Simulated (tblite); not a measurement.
# C2HCaO5: the cost of one run

Computed with tblite 0.8.0 and PySCF 2.14.0; each step states its level. No surroundings beyond the atoms listed, unless a continuum is named. Atoms count from 0, parts from 1.

## Step 1: The system as given

9 atoms, charge 1, multiplicity 1; geometry: rigid parts in contact. Parts: 1 = atoms 0–2, `[OH][Ca+]`, charge 1; 2 = atoms 3–5, `O=C=O`, charge 0; 3 = atoms 6–8, `O=C=O`, charge 0.

## Step 2: Docking the parts with GFN2-xTB

Job settings and geometry (Å):

```
{"job": {"kind": "dock", "xc": "GFN2-xTB", "basis": "xTB"}, "charge": 1, "multiplicity": 1, "parts": [{"atoms": "0-2", "charge": 1, "multiplicity": 1}, {"atoms": "3-5", "charge": 0, "multiplicity": 1}, {"atoms": "6-8", "charge": 0, "multiplicity": 1}]}
Ca     0.992293    -0.257681    -1.068561
O     -0.393121     0.482631     0.035753
H     -0.587118     0.168290     0.928653
O      2.407376    -0.896537     0.883646
C      3.044497    -1.276994     1.774957
O      3.682317    -1.646752     2.634011
O      0.389246     0.977581    -2.905702
C     -0.199916     1.677490    -3.621450
O     -0.740955     2.352071    -4.349887
```

Method: GFN2-xTB search for minima from random contacts, gas phase.

Started as:

```bash
OMP_NUM_THREADS=1 python cluster_run.py task.json out
```

This one command runs all jobs of the session in turn.

Q: Estimate the wall time of this first job on 1 thread of Arm Neoverse V1, shared host.

About 2.6 s.
